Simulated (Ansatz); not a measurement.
# CH2F3Si radical: up Jacob's ladder to CCSD(T)

The task here is to estimate one member of a computed series from the others.

Method: functionals in def2-TZVPP, the program's frozen cores in correlated methods; program: Ansatz 0.2.0, Gaussian basis.

Plan: LDA (SPW92), PBE-D4, revPBE-D4, BLYP-D4, r2SCAN-D4, B97M-V, PBE0-D4, B3LYP-D4, r2SCANh-D4, r2SCAN0-D4, HSE06-D4, BHLYP-D4, CAM-B3LYP-D4, LC-ωPBE, ωB97X-V, ωB97M-V, B2PLYP, PBE-QIDH; CCSD(T)/def2-SVP; CCSD(T)/def2-TZVPP; MP2/def2-QZVPP; extrapolation to the limit; RPA on PBE.

## Structure used throughout

An earlier PBE0-D4 in a triple-zeta def2 set relaxation fixed the geometry.

SMILES `[CH2][Si](F)(F)F`, 7 atoms, charge 0, spin multiplicity 2.

Atoms are counted from 1 here; the program's logs count them from 0.

Bond lengths: C1–Si2 1.812 Å, C1–H6 1.084 Å, C1–H7 1.084 Å, Si2–F3 1.577 Å, Si2–F4 1.578 Å, Si2–F5 1.577 Å. Angles: Si2–C1–H6 122.2°, Si2–C1–H7 122.2°, H6–C1–H7 115.6°, C1–Si2–F3 111.1°, C1–Si2–F4 112.7°, C1–Si2–F5 111.2°, F3–Si2–F4 106.8°, F3–Si2–F5 108.2°, F4–Si2–F5 106.7°.

Geometry (Å):

```
C    -0.6918    0.4017    0.7635
Si    0.4429   -0.2609   -0.4835
F     0.0094    0.1785   -1.9342
F     0.4954   -1.8380   -0.4811
F     1.9169    0.2413   -0.2366
H    -1.7311    0.6162    0.5422
H    -0.3804    0.5931    1.7841
```

The first run:

in.yaml

```yaml
crystal:
  periodic: [false, false, false]
  atoms:
    - {symbol: C, position_ang: [-0.691798, 0.401724, 0.763498]}
    - {symbol: Si, position_ang: [0.442884, -0.260944, -0.483500]}
    - {symbol: F, position_ang: [0.009422, 0.178524, -1.934194]}
    - {symbol: F, position_ang: [0.495392, -1.837970, -0.481083]}
    - {symbol: F, position_ang: [1.916876, 0.241319, -0.236601]}
    - {symbol: H, position_ang: [-1.731109, 0.616215, 0.542178]}
    - {symbol: H, position_ang: [-0.380367, 0.593130, 1.784100]}
basis:
  gaussian: {orbitals: def2-TZVPP}
magnetization: {spin_polarized: true, initial_magnetization: 1}
hamiltonian: {xc: lda}
output: {orbitals: {seedname: orbitals}}
```

Steps of the session up to this table: LDA; PBE-D4 (GGA); revPBE-D4 (GGA); BLYP-D4 (GGA); r2SCAN-D4 (meta-GGA); B97M-V (meta-GGA); PBE0-D4 (hybrid); B3LYP-D4 (hybrid); r2SCANh-D4 (hybrid); r2SCAN0-D4 (hybrid); HSE06-D4 (hybrid); BHLYP-D4 (hybrid); CAM-B3LYP-D4 (range-separated); LC-ωPBE-D4 (range-separated; the results give it without D4); ωB97X-V (range-separated); ωB97M-V (range-separated); B2PLYP (double hybrid); PBE-QIDH (double hybrid).

One of the session's tables, all rows but one given; the rest of the session is left out.

It belongs to the step «Frontier levels by functional». 

| functional | HOMO (eV) | LUMO (eV) | gap (eV) |
| --- | --- | --- | --- |
| LDA (SPW92) | -6.73 | -5.12 | 1.61 |
| PBE-D4 | -6.71 | -4.47 | 2.24 |
| revPBE-D4 | -6.66 | -4.28 | 2.37 |
| BLYP-D4 | -6.46 | -4.48 | 1.99 |
| r2SCAN-D4 | -7.22 | -3.82 | 3.40 |
| B97M-V | -6.96 | -4.22 | 2.74 |
| PBE0-D4 | -8.19 | -3.22 | 4.98 |
| B3LYP-D4 | -7.80 | -3.69 | 4.12 |
| r2SCANh-D4 | -7.76 | -3.40 | 4.36 |
| r2SCAN0-D4 | -8.58 | -2.79 | 5.79 |
| HSE06-D4 | -7.78 | -3.61 | 4.17 |
| BHLYP-D4 | -9.42 | -2.12 | 7.30 |
| CAM-B3LYP-D4 | -9.53 | -2.21 | 7.32 |
| LC-ωPBE | -11.13 | -0.62 | 10.52 |
| ωB97X-V | ? | ? | ? |
| ωB97M-V | -10.23 | -1.31 | 8.92 |

Q: Estimate the row for ωB97X-V from the others.

The run gave: HOMO (eV): -10.46; LUMO (eV): -1.18; gap (eV): 9.28. In the column «HOMO (eV)» it lies between LC-ωPBE (-11.13) and ωB97M-V (-10.23).
